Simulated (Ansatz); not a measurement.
# GaH2O2F (SMILES [OH][Ga]([OH])[F]): wB97X/6-31G(d) (spherical functions)

Aim: the electronic atomisation energy of GaH2O2F at wB97X/6-31G* (spherical functions), from 5 runs. 

Program for the calculation: Ansatz 0.2.0.

62 further runs of the same task are left out: 62 set aside as unsound or not needed.

**1. The structure to begin with**

The species is GaH2O2F (6 atoms), meant as a singlet with charge 0. SMILES: `[OH][Ga]([OH])[F]`. The coordinates come from a PBE0-D4/def2-TZVP relaxation. This is one conformer, not always the lowest.

Bond lengths: O1–Ga2 1.769 Å, Ga2–O3 1.762 Å, Ga2–F4 1.743 Å, O1–H5 0.960 Å, O3–H6 0.960 Å. Angles: O1–Ga2–O3 123.2°, O1–Ga2–F4 118.9°, O3–Ga2–F4 117.8°, Ga2–O1–H5 113.2°, Ga2–O3–H6 112.9°.

**2. The energy at wB97X/6-31G(d) (spherical functions)**

The input, run.yaml:

```yaml
crystal:
  periodic: [false, false, false]
  atoms:
    - {symbol: O, position_ang: [-0.297200, 1.351000, -0.574800]}
    - {symbol: Ga, position_ang: [-0.068200, -0.342400, -0.117600]}
    - {symbol: O, position_ang: [0.794400, -0.842300, 1.335300]}
    - {symbol: F, position_ang: [-0.722600, -1.588800, -1.144800]}
    - {symbol: H, position_ang: [-0.788800, 1.459000, -1.392800]}
    - {symbol: H, position_ang: [1.124200, -0.100400, 1.848500]}
basis:
  gaussian:
    orbitals: 6-31G_st_-spherical.json
hamiltonian:
  xc: {name: wB97X}
accuracy: high
output: {orbitals: {seedname: orbitals}}
```

The basis set 6-31G* is read from a file made from the Basis Set Exchange's data (not shown).

The run is started by

```sh
ansatz run run.yaml --threads 1 --pin off --max-ram 3480MiB --events-out events.jsonl --progress --plain --runs-dir runs
```

The program printed:

```text
Warning: RAYON_NUM_THREADS=1 ignored (pool sized by the plan → 1); use --threads N
Functional definition: wB97X
  name "wB97X"
  parameter omega = 0.3/bohr
  parameter cx = 0.157706
  parameter cx1 = 0.726479
  parameter cx2 = 1.04760
  parameter cx3 = -5.70635
  parameter cx4 = 13.2794
  parameter css1 = -4.33879
  parameter css2 = 18.2308
  parameter css3 = -31.7430
  parameter css4 = 17.2901
  parameter cos1 = 2.37031
  parameter cos2 = -11.3995
  parameter cos3 = 6.58405
  parameter cos4 = -3.78132
  exchange = spin_sum(e_x_unif_sr(omega)*poly(b97_u_x, 1 - cx, cx1, cx2, cx3, cx4)) + cx*exact_x_sr(omega)
      + exact_x_lr(omega)
  correlation = spin_sum(e_c_pw_same_spin*poly(b97_u_same, 1, css1, css2, css3, css4))
      + integral(e_c_pw_opposite_spin*poly(b97_u_opposite, 1, cos1, cos2, cos3, cos4))
1622 factors; integrals over basis functions are off by at most 4.1e-9 eV
329 factors; integrals over basis functions are off by at most 1.5e-9 eV
mean field evaluation 1: about -59207.2505 eV, gradient 6.9e1 eV
mean field evaluation 2: about -59205.0477 eV, gradient 8.2e1 eV
mean field evaluation 4: about -59215.4664 eV, gradient 2.0e0 eV
mean field evaluation 8: about -59215.5511 eV, gradient 1.0e-1 eV
mean field evaluation 16: about -59215.5511 eV, gradient 1.0e-4 eV
mean field -59215.55111226 eV, -2176.1313656334 hartree, gradient 3.3e-8 eV, S^2 0.000000; 0 other end points of the search recorded, 0 dependent functions left out
reference -59215.55110814 eV, -2176.1313654821 hartree; 29, 29 occupied and 49, 49 virtual orbitals, 1622 factors
Total energy: -59215.55110814 eV, -2176.1313654821 hartree
```

Run time: 26 s. Hardware: 1 thread of Arm Neoverse V2, shared host; peak memory 0.45 GiB.

**3. The F atom, same level**

The input, job.yaml:

```yaml
basis:
  gaussian:
    orbitals: 6-31G_st_-spherical.json
crystal:
  periodic: [false, false, false]
  atoms:
    - {symbol: F, position_ang: [0.000000, 0.000000, 0.000000]}
total_charge: 0
magnetization:
  spin_polarized: true
  initial_magnetization: 1
hamiltonian:
  xc: {name: wB97X}
accuracy: high
```

The basis set 6-31G* is read from a file made from the Basis Set Exchange's data (not shown).

Run the same way, it converges to -99.69411 Eh (log not shown).

**4. The Ga atom, same level**

The input, job.yaml:

```yaml
crystal:
  periodic: [false, false, false]
  atoms:
    - symbol: Ga
      position_ang: [0.000000, 0.000000, 0.000000]
basis:
  gaussian: {orbitals: 6-31G_st_-spherical.json}
magnetization: {spin_polarized: true, initial_magnetization: 1}
hamiltonian: {xc: {name: wB97X}}
accuracy: high
```

The basis set 6-31G* is read from a file made from the Basis Set Exchange's data (not shown).

The run is started by

```sh
ansatz run job.yaml --threads 1 --pin off --max-ram 3480MiB --events-out events.jsonl --progress --plain --runs-dir runs
```

The program printed, shortened:

```text
Warning: RAYON_NUM_THREADS=1 ignored (pool sized by the plan → 1); use --threads N
[... 2 set-up lines as earlier in the session ...]
[...]
      + exact_x_lr(omega)
[...]
      + integral(e_c_pw_opposite_spin*poly(b97_u_opposite, 1, cos1, cos2, cos3, cos4))
306 factors; integrals over basis functions are off by at most 3.0e-9 eV
89 factors; integrals over basis functions are off by at most 2.6e-9 eV
[...]
mean field -52370.33143314 eV, -1924.5741822823 hartree, gradient 3.6e-8 eV, S^2 0.751812; 0 other end points of the search recorded, 0 dependent functions left out
reference -52370.33143274 eV, -1924.5741822677 hartree; 16, 15 occupied and 16, 17 virtual orbitals, 306 factors
Total energy: -52370.33143274 eV, -1924.5741822677 hartree
```

It took 7.8 s on 1 thread of Arm Neoverse V2, shared host; peak memory 0.24 GiB.

**5. The H atom**

The input, molecule.yaml:

```yaml
basis:
  gaussian:
    orbitals: "6-31G*"
crystal:
  periodic: [false, false, false]
  atoms:
    - {symbol: H, position_ang: [0.000000, 0.000000, 0.000000]}
magnetization:
  spin_polarized: true
  initial_magnetization: 1
hamiltonian:
  xc: {name: wB97X}
accuracy: high
```

Run the same way, it converges to -0.49932 Eh (log not shown).

**6. The O atom, same level**

The input, in.yaml:

```yaml
crystal:
  periodic: [false, false, false]
  atoms:
    - symbol: O
      position_ang: [0.000000, 0.000000, 0.000000]
basis:
  gaussian:
    orbitals: 6-31G_st_-spherical.json
magnetization:
  spin_polarized: true
  initial_magnetization: 2
accuracy: high
hamiltonian:
  xc: {name: wB97X}
```

The basis set 6-31G* is read from a file made from the Basis Set Exchange's data (not shown).

Run the same way, it converges to -75.04146 Eh (log not shown).

**7. What came out**

At wB97X/6-31G* (spherical functions):

| quantity | value |
| --- | --- |
| molecule: total energy | -2176.13137 Eh |
| molecule: HOMO energy | -11.54 eV |
| molecule: LUMO energy | 0.85 eV |
| molecule: HOMO–LUMO gap | 12.39 eV |
| F atom: total energy | -99.69411 Eh |
| F atom: ⟨S²⟩ | 0.751 |
| Ga atom: total energy | -1924.57418 Eh |
| Ga atom: ⟨S²⟩ | 0.752 |
| H atom: total energy | -0.49932 Eh |
| H atom: ⟨S²⟩ | 0.750 |
| O atom: total energy | -75.04146 Eh |
| O atom: ⟨S²⟩ | 2.003 |
| electronic atomisation energy | 21.266 eV |

In words: Taking the molecule apart into free atoms costs 21.27 eV (490 kcal/mol), before zero-point energy and without spin-orbit coupling.
